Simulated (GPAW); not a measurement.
HfB:

```xyz
2
Lattice="0.0000 2.3100 2.3100 2.3100 0.0000 2.3100 2.3100 2.3100 0.0000" Properties=species:S:1:pos:R:3 pbc="T T T"
Hf    2.3100    2.3100    2.3100
B     0.0000    0.0000    0.0000
```

Program: GPAW 26.7.0. Alike in all runs: no spin polarisation; cell as given. Hardware: 1 thread of Arm Neoverse V2, on a shared host.

Order these runs on this cell by their wall time, lowest first.
A. task electron localisation function; level revPBE; potentials or basis the program's PAW data sets (release 1.2.1) made for this functional, pw; k mesh 5 × 5 × 5; cutoff (eV) 680; smearing fermi-dirac 0.01 eV; eigensolver davidson niter=2; mesh quality coarse
B. task single point; level PBE; potentials or basis GPAW PAW data sets (gpaw-data 1.2.1), pw; k mesh 10 × 10 × 10; cutoff (eV) 800; smearing fermi-dirac 0.05 eV; mesh quality not flagged
C. task single point; level r2SCAN+U; potentials or basis GPAW PAW data sets (gpaw-data 1.2.1), pw; U Hf d U = 5 eV; k mesh 10 × 10 × 10; cutoff (eV) 800; smearing fermi-dirac 0.05 eV; mesh quality not flagged

A (3.7 s), B (19 s), C (69 s).

Caveats: some runs use coarse meshes; U without spin polarisation on a metal has little footing (some runs); the U is typed as a test and isn't derived for this compound (some runs).

Not every run made on this cell is shown here.
